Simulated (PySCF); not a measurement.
# ReH3: structure of the singlet

Where does singlet ReH3 go from a PBE0 minimum start, is the end point a minimum, and what are its modes, charges and moments?

Program: PySCF 2.14.0. Level of theory: PBE0, basis Re def2-TZVP with ECP60, H def2-TZVP, scalar-relativistic core potentials, no spin–orbit coupling, density fitting. These are calculated values, not measurements.

**1. Where the work starts**

4 atoms, charge 0, spin multiplicity 1.

Bond lengths: Re1–H2 1.644 Å, Re1–H3 1.644 Å, Re1–H4 1.644 Å. Angles: H2–Re1–H3 112.0°, H2–Re1–H4 112.0°, H3–Re1–H4 112.0°.

```xyz
4
charge 0 multiplicity 1
Re    0.0000    0.0000   -0.0076
H     1.5737    0.0000    0.4677
H    -0.7869    1.3629    0.4677
H    -0.7869   -1.3629    0.4677
```

**2. The SCF at the typed geometry**

The steps below are one call of a driver around PySCF. For each, scf.py gives the equivalent set-up of the SCF; relaxations use the driver's own optimiser. After this first run the driver tries any further starts and a stability analysis.

The input, scf.py:

```python
from pyscf import gto, scf, dft
mol = gto.M(atom='''
Re     0.000000     0.000000    -0.007564
H      1.573734    -0.000009     0.467729
H     -0.786859     1.362898     0.467729
H     -0.786875    -1.362889     0.467729''',
    basis={'Re': 'def2-TZVP', 'H': 'def2-TZVP'},
    ecp={'Re': 'def2-TZVP'},
    charge=0, spin=0)
mf = dft.RKS(mol, xc='PBE0')
mf.grids.atom_grid = (50, 194)
aux = {'Re': 'def2-universal-JKFIT', 'H': 'def2-universal-JKFIT'}
mf = mf.density_fit(auxbasis=aux)
mf.conv_tol = 1e-08
mf.diis_space = 10
mf.max_cycle = 60
mf.init_guess = 'minao'
mf.verbose = 4
mf.kernel()
```

Launch:

```bash
$ OMP_NUM_THREADS=2 python axn.py task.json out
```

Output:

```text
init E= -61.5326544048425
  HOMO = -0.385463023757709  LUMO = -0.369187517307235  gap/eV = 0.44288
cycle= 1 E= -79.8681863944979  delta_E= -18.3  |g|= 0.323  |ddm|= 6.94
  HOMO = -0.178027509425371  LUMO = -0.107179490926141  gap/eV = 1.92787
cycle= 2 E= -79.8915834658312  delta_E= -0.0234  |g|= 0.206  |ddm|= 0.621
  HOMO = -0.220008826653829  LUMO = -0.131681629598976  gap/eV = 2.40351
cycle= 3 E= -79.8997385966578  delta_E= -0.00816  |g|= 0.0752  |ddm|= 0.265
  HOMO = -0.210800169913128  LUMO = -0.120912594971763  gap/eV = 2.44597
cycle= 4 E= -79.9008045144235  delta_E= -0.00107  |g|= 0.04  |ddm|= 0.0826
  HOMO = -0.21715816261369  LUMO = -0.125884396557874  gap/eV = 2.48369
cycle= 5 E= -79.9012191629143  delta_E= -0.000415  |g|= 0.00561  |ddm|= 0.039
  HOMO = -0.216574932000666  LUMO = -0.124685101791392  gap/eV = 2.50045
cycle= 6 E= -79.9012448544781  delta_E= -2.57e-05  |g|= 0.00166  |ddm|= 0.0139
  HOMO = -0.21689499515805  LUMO = -0.124701599015933  gap/eV = 2.50871
cycle= 7 E= -79.9012467775973  delta_E= -1.92e-06  |g|= 0.000127  |ddm|= 0.00486
  HOMO = -0.216903843865369  LUMO = -0.124696095873909  gap/eV = 2.50910
cycle= 8 E= -79.9012468084432  delta_E= -3.08e-08  |g|= 7.92e-05  |ddm|= 0.000601
  HOMO = -0.216889389259238  LUMO = -0.124681620580856  gap/eV = 2.50910
cycle= 9 E= -79.9012468110717  delta_E= -2.63e-09  |g|= 5.5e-06  |ddm|= 0.000172
  HOMO = -0.216891357568842  LUMO = -0.124683313380669  gap/eV = 2.50911
Extra cycle  E= -79.9012468110796  delta_E= -7.89e-12  |g|= 8.39e-06  |ddm|= 1.47e-05
converged SCF energy = -79.9012468110796
```

This step, with its further starts and checks, took 1.9 s on 2 threads of Arm Neoverse N1, shared host.

No lower closed-shell solution turned up in the test of internal stability.

**3. PBE0 minimum start, singlet: relaxation**

The program finds C3v symmetry in the start, which this walk keeps. The walk stops when the largest gradient is under 0.0003 Eh/bohr and the energy has settled too.

Changes to scf.py since step 2:

```diff
@@ -17 +16,0 @@
-mf.init_guess = 'minao'
```

The optimiser's trace:

| step | energy (Eh) | change (kJ/mol) | largest symmetric gradient (Eh/bohr) |
| --- | --- | --- | --- |
| 0 | -79.901247 | 0.00 | 0.00001 |

The walk took 1.3 s.

End point (C3v, 0 steps, 0.0 kJ/mol gained): Re–H 1.644 Å (×3); H–Re–H 112.0° (×3).

**4. Hessian and properties**

The point is checked on the finer grid, and tightened if its gradient asks for it. The Hessian and the dipole derivatives come from central differences of analytic gradients, with steps of 0.02 bohr.

Changes to scf.py since step 3:

```diff
@@ -3 +3 @@
-Re     0.000000     0.000000    -0.007564
+Re    -0.000000    -0.000000    -0.007564
@@ -11 +11 @@
-mf.grids.atom_grid = (50, 194)
+mf.grids.atom_grid = (75, 302)
@@ -14 +14 @@
-mf.conv_tol = 1e-08
+mf.conv_tol = 1e-10
```

The driver hands on the density of the step before, so the log starts near convergence.

Log of the central SCF (cycles and frontier levels):

```text
init E= -79.9012034981539
  HOMO = -0.216891896374284  LUMO = -0.124674334621303  gap/eV = 2.50937
cycle= 1 E= -79.9012034981741  delta_E= -2.02e-11  |g|= 2.97e-06  |ddm|= 1.29e-05
  HOMO = -0.216891138418132  LUMO = -0.124673584250035  gap/eV = 2.50937
Extra cycle  E= -79.9012034981885  delta_E= -1.44e-11  |g|= 4.36e-06  |ddm|= 1.25e-05
converged SCF energy = -79.9012034981885
```

The whole step took 17 s.

Geometry: C3v; Re–H 1.644 Å (×3); H–Re–H 112.0° (×3).

Modes, for the most abundant isotopes:

| symmetry | ω (cm⁻¹) | IR (km/mol) |
| --- | --- | --- |
| a1 | 563 | 94.5 |
| e | 693 | 158 |
| e | 2093 | 389 |
| a1 | 2138 | 7.1 |

Every mode is real; the point is a minimum.

Constants and moments:

```yaml
Dipole_moment: 1.62 D
Highest_occupied_level: -5.90 eV
Lowest_empty_level: -3.39 eV
Rotational_constants: 3.817, 3.817, 2.251 cm⁻¹
Zero-point_energy: 49.5 kJ/mol
Principal_polarisabilities: 35.6, 48.1, 48.1 bohr³
Atomisation_energy_without_zero-point_energy: 608 kJ/mol
Principal_traceless_quadrupole_moments_about_the_centre_of_mass: -2.25, -2.25, 4.51 D Å
Entropy_at_298.15_K_and_1_bar: 239.2 J/(mol K)
Heat_capacity_Cp_at_298.15_K: 45.1 J/(mol K)
Enthalpy_at_298.15_K_above_0_K: 11.00 kJ/mol
Rotational_symmetry_number: 3
```

Populations by atom (charges in e):

```json
{"atom": "Re1", "Mulliken": "0.17", "Löwdin": "0.17", "polar tensor": "0.81", "Mayer order to Re1": "–"}
{"atom": "H2,3,4", "Mulliken": "-0.06", "Löwdin": "-0.06", "polar tensor": "-0.27", "Mayer order to Re1": "1.01"}
```

Outer orbital energies (eV). occupied: -48.13, -47.81, -47.81, -10.10, -9.08, -9.08, -5.90, -5.90; empty: -3.39, -1.62, -1.62, -0.64.

Mulliken populations on Re1 (outside its core potential): s 2.75, p 6.24, d 5.83, f 0.02.

**5. The broken-symmetry singlet**

A stability analysis found the closed shell of the lowest minimum unstable towards spin polarisation, so the unrestricted solution is followed.

The program finds C3v symmetry in the start, which may break.

Changes to scf.py since step 4:

```diff
@@ -10,2 +10,2 @@
-mf = dft.RKS(mol, xc='PBE0')
-mf.grids.atom_grid = (75, 302)
+mf = dft.UKS(mol, xc='PBE0')
+mf.grids.atom_grid = (50, 194)
@@ -14 +14 @@
-mf.conv_tol = 1e-10
+mf.conv_tol = 1e-08
```

Steps of the walk:

| step | energy (Eh) | change (kJ/mol) | largest gradient (Eh/bohr) |
| --- | --- | --- | --- |
| 0 | -79.927408 | 0.00 | 0.00915 |
| 1 | -79.928704 | -3.40 | 0.00277 |
| 2 | -79.929112 | -4.47 | 0.00465 |
| 3 | -79.929233 | -4.79 | 0.00167 |
| 4 | -79.929297 | -4.96 | 0.00057 |
| 5 | -79.929306 | -4.98 | 0.00042 |
| 6 | -79.929309 | -4.99 | 0.00019 |
| 7 | -79.929310 | -4.99 | 0.00008 |

The walk took 21 s.

Positions (Å) and forces (eV/Å) along the way:

```
step 0
Re   0.000   0.000  -0.008  -0.013   0.192  -0.470
H    1.574   0.000   0.468  -0.045  -0.091   0.159
H   -0.787   1.363   0.468   0.006  -0.096   0.123
H   -0.787  -1.363   0.468   0.051  -0.005   0.189
step 1
Re   0.000   0.007  -0.075   0.110   0.016  -0.121
H    1.547  -0.011   0.490  -0.132  -0.046   0.014
H   -0.780   1.341   0.489  -0.024  -0.112   0.051
H   -0.766  -1.338   0.492   0.045   0.143   0.056
step 4
Re   0.013   0.024  -0.132   0.018   0.029  -0.026
H    1.521  -0.043   0.506   0.019  -0.020   0.005
H   -0.798   1.296   0.506  -0.027   0.009   0.004
H   -0.737  -1.276   0.516  -0.010  -0.018   0.017
step 7
Re   0.017   0.029  -0.135   0.004  -0.001   0.000
H    1.523  -0.053   0.506   0.000   0.001   0.000
H   -0.807   1.293   0.506  -0.001  -0.001   0.001
H   -0.732  -1.269   0.519  -0.004   0.000  -0.001
```

After 7 steps and 5.0 kJ/mol it ends at Cs: Re–H 1.636 Å, Re–H 1.639 Å (×2); H–Re–H 103.0° (×2), H–Re–H 110.4°.

**6. Frequencies**

As before: finer grid, then central differences.

Changes to scf.py since step 5:

```diff
@@ -3,4 +3,4 @@
-Re    -0.000000    -0.000000    -0.007564
-H      1.573734    -0.000009     0.467729
-H     -0.786859     1.362898     0.467729
-H     -0.786875    -1.362889     0.467729''',
+Re     0.000357     0.000624    -0.010264
+H      1.506858    -0.081833     0.630087
+H     -0.823928     1.263963     0.630769
+H     -0.749220    -1.297902     0.643133''',
@@ -11 +11 @@
-mf.grids.atom_grid = (50, 194)
+mf.grids.atom_grid = (75, 302)
@@ -14 +14 @@
-mf.conv_tol = 1e-08
+mf.conv_tol = 1e-10
```

Log of the central SCF (cycles and frontier levels):

```text
init E= -79.9292767499346
[... the frontier-level lines of each cycle are left out ...]
cycle= 1 E= -79.9292767499897  delta_E= -5.5e-11  |g|= 3.78e-06  |ddm|= 1.21e-05
Extra cycle  E= -79.9292767500312  delta_E= -4.16e-11  |g|= 5.74e-06  |ddm|= 1.3e-05
converged SCF energy = -79.9292767500312  <S^2> = 1.0045237  2S+1 = 2.2401105
```

The whole step took 69 s on 2 threads of Arm Neoverse N1, shared host.

Geometry: Cs; Re–H 1.636 Å, Re–H 1.639 Å (×2); H–Re–H 103.0° (×2), H–Re–H 110.4°.

Modes, for the most abundant isotopes:

```
symmetry  ω (cm⁻¹)  IR (km/mol)  μ (u)     type
      a'       493         84.3   1.02     bend
      a'       694         52.2   1.02     bend
     a''       881         17.6   1.01     bend
      a'      2129          131   1.01  stretch
     a''      2142          117   1.02  stretch
      a'      2165         19.9   1.01  stretch
```

No imaginary mode, so this is a minimum.

Properties at this point:

| Property | Result |
| --- | --- |
| Dipole moment | 2.00 D |
| Highest occupied level | -5.63 eV |
| Lowest empty level | -2.65 eV |
| Rotational constants | 3.796, 3.453, 2.458 cm⁻¹ |
| Zero-point energy | 50.9 kJ/mol |
| Principal polarisabilities | 42.1, 47.0, 47.4 bohr³ |
| Atomisation energy without zero-point energy | 681 kJ/mol |
| Principal traceless quadrupole moments about the centre of mass | -1.27, -0.57, 1.84 D Å |
| Entropy at 298.15 K and 1 bar | 248.4 J/(mol K) |
| Heat capacity Cp at 298.15 K | 44.4 J/(mol K) |
| Enthalpy at 298.15 K above 0 K | 10.97 kJ/mol |
| Rotational symmetry number | 1 |
| Spin squared ⟨S²⟩ | 1.005 |

Charges (e) and bond orders:

```json
{"atom": "Re1", "Mulliken": "0.15", "Löwdin": "0.16", "polar tensor": "0.69", "spin (Mulliken)": "-0.02", "Mayer order to Re1": "–"}
{"atom": "H2,3,4", "Mulliken": "-0.05", "Löwdin": "-0.05", "polar tensor": "-0.23", "spin (Mulliken)": "0.01", "Mayer order to Re1": "1.01"}
```

Outer orbital energies (eV). α occupied: -48.21, -47.83, -47.68, -10.02, -9.31, -9.21, -6.62, -5.63; empty: -2.65, -1.72, -1.46, -1.12. β occupied: -48.68, -47.91, -47.35, -10.14, -9.31, -9.27, -6.89, -5.65; empty: -2.42, -1.74, -1.57, -0.77.

Mulliken populations on Re1 (outside its core potential): s 2.88, p 6.21, d 5.75, f 0.02.

**7. The points found, side by side**

| spin | group | bonds | imaginary modes (cm⁻¹) | ΔE (kJ/mol) | with zero-point energy |
| --- | --- | --- | --- | --- | --- |
| broken-symmetry (Ms = 0) | Cs | Re–H 1.636 Å, Re–H 1.639 Å (×2) | none | 0.0 | 0.0 |
| singlet | C3v | Re–H 1.644 Å (×3) | none | 73.7 | 72.3 |

**8. Results**

```
                                          quantity                                                               value
                                           minimum                                        broken-symmetry (Ms = 0), Cs
                                          geometry  Re–H 1.636 Å, Re–H 1.639 Å (×2); H–Re–H 103.0° (×2), H–Re–H 110.4°
                                wavenumbers (cm⁻¹)     493 (a'), 694 (a'), 881 (a''), 2129 (a'), 2142 (a''), 2165 (a')
                                     dipole moment                                                              2.00 D
highest occupied, lowest empty level (either spin)                                                     -5.63, -2.65 eV
                        polar-tensor charge of Re1                                                             +0.69 e
                                 zero-point energy                                                         50.9 kJ/mol
                               entropy at 298.15 K                                                     248.4 J/(mol K)
         atomisation energy (no zero-point energy)                                                          681 kJ/mol
                                              ⟨S²⟩                                                               1.005
```

In words: The PBE0 minimum start (C3v) ends in a minimum of Cs symmetry. The determinant is spin-contaminated (⟨S²⟩ = 1.00 against 0.00), so it is no pure spin state. In the infrared the band at 2129 cm⁻¹ (a', stretch) leads. Other starts or spin states, not run here, may lie lower. With an element this heavy the missing spin–orbit coupling can shift these numbers.

The search up to here took 1.9 min.
